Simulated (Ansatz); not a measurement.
# AgTlS2: a single-point run

Aim: a sound single-point run of AgTlS2. The structure is shown as the input types it. The cell is built on a prototype (ordering on zincblende) and needn't be the phase found in nature.

Method: density functional or hybrid calculation with the settings of its input, plane waves (as first typed), in Ansatz 0.2.0.

2 further runs of the same task are left out: 1 for a known fault of the program, 1 that didn't finish.

## 1. The system as given

Symmetry: P-4m2, No. 115, tetragonal system. The conventional cell has a = 4.138 Å, b = 4.138 Å, c = 6.002 Å, α = 90.00°, β = 90.00°, γ = 90.00°. Ag (site symmetry -4m2) is surrounded by 4 S at 2.54 Å. Around S (site symmetry 2mm) lie 2 Ag at 2.54 Å and 2 Tl at 2.58 Å. Tl (site symmetry -4m2) is surrounded by 4 S at 2.58 Å.

Structure file:

```
CELL_PARAMETERS angstrom
4.13844 0.00000 0.00000
0.00000 4.13844 0.00000
0.00000 0.00000 6.00234
ATOMIC_POSITIONS crystal
Ag 0.00000 0.00000 0.00000
S 0.00000 0.50000 0.24458
Tl 0.50000 0.50000 0.50000
S 0.50000 0.00000 0.75542
```

## 2. The calculation

Contents of input.yaml:

```yaml
crystal:
  lattice:
    - [4.1384416178, 0.0, 0.0]
    - [0.0, 4.1384416178, 0.0]
    - [0.0, 0.0, 6.0023381934]
  atoms:
    - { symbol: Ag, position: [0.0, 0.0, 0.0] }
    - { symbol: S, position: [0.0, 0.5, 0.244582852] }
    - { symbol: Tl, position: [0.5, 0.5, 0.5] }
    - { symbol: S, position: [0.5, 0.0, 0.755417148] }
kpoints:
  mp_grid: { grid: [4, 4, 2] }
hamiltonian:
  xc: hse06
scf:
  occupations: { method: fermi_dirac, width: 0.02 }
  n_extra_bands: 5
  max_iter: 69
output:
  forces: true
  stress: true
  eigenvalues: true
basis:
  ecutwfc: 0
```

Command:

```bash
> ansatz run input.yaml --threads 4 --pin off --max-ram 3686MiB --backend cpu --events-out ev --progress --plain --runs-dir out
```

What happens when this is run?

Nothing was computed: the input was turned down at the start. It says: «invalid value for `basis.ecutwfc`: must be finite and > 0; got 0 eV»

The suspect setting: basis.ecutwfc is 0. The program checks this value's range before starting, and it fails the check.

The cure: delete basis.ecutwfc (the default then holds).
